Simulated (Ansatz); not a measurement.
## CH₅BClNS, SMILES CSB(N)Cl: a ladder of methods at one geometry, step by step

Computed with the Python package of Ansatz (0.2.0).

Notebook, run cell by cell (the value of a cell's last expression is shown):

In [1]:
```python
from pathlib import Path

import ansatz as az
import numpy as np
```

In [2]:
```python
geometry = (
    az.Crystal.molecule()
    .atom("C", [-1.1303, 0.1268, 1.1519])
    .atom("S", [0.1572, 1.2867, 0.6218])
    .atom("B", [0.4686, 0.3663, -1.0021])
    .atom("N", [1.609, -0.7393, -1.0327])
    .atom("Cl", [-0.4021, 0.8254, -2.541])
    .atom("H", [-0.7926, -0.846, 1.2618])
    .atom("H", [-1.5546, 0.5212, 2.1176])
    .atom("H", [-1.9604, 0.1986, 0.385])
    .atom("H", [1.2478, -1.4491, -0.2846])
    .atom("H", [2.4404, -0.3417, -0.6747])
)
```

In [3]:
```python
base = geometry.calculation().basis(gaussian="def2-SVP")
```

In [4]:
```python
print("functional    E (Ha)        dipole (D)   HOMO (eV)  LUMO (eV)")
for name in ["hf", "blyp", "lda", "cam_b3lyp"]:
    report = base.functional(name).forces().orbitals().run(threads=1, runs_dir="runs").report
    lines = Path(report["orbitals_path"]).read_text().splitlines()
    field_of = lambda key: [line.split("=")[1].strip() for line in lines if line.startswith(key)]
    orbitals = [(27.211386 * float(e), s, float(n)) for e, s, n in zip(field_of("Ene="), field_of("Spin="), field_of("Occup="))]
    homo = max(e for e, _, n in orbitals if n > 0.5)
    lumo = min(e for e, _, n in orbitals if n < 0.5)
    dipole = 4.803205 * np.linalg.norm(report["charge_distribution"]["dipole_moment_e_ang"])
    print(f"{name:10s} {report['free_energy_ev'] / 27.211386246:14.6f} {dipole:9.3f} {homo:11.3f} {lumo:10.3f}")
```
```text
functional    E (Ha)        dipole (D)   HOMO (eV)  LUMO (eV)
hf            -976.628861     2.641      -9.586      2.027
blyp          -978.723437     2.066      -4.913     -2.469
lda           -974.816381     2.230      -5.192     -2.937
cam_b3lyp     -978.745609     2.307      -7.809     -0.568
```

Reading the output:
- These settings explore the input space; basis and method may be short of convergence.
- The geometry is a force-field or estimated start, not a minimum of this method, and the basis set is short of its limit. A lower total doesn't mark the better method: functionals have no common bound, and MP2 and coupled cluster aren't variational.
- Levels such as HOMO and LUMO are orbital energies: with these approximate functionals they aren't the ionisation energy and electron affinity, and their gap isn't the fundamental gap.
- The whole script took 14 s on 1 thread of Arm Neoverse V1, with other jobs on the host, peak memory 0.31 GiB.
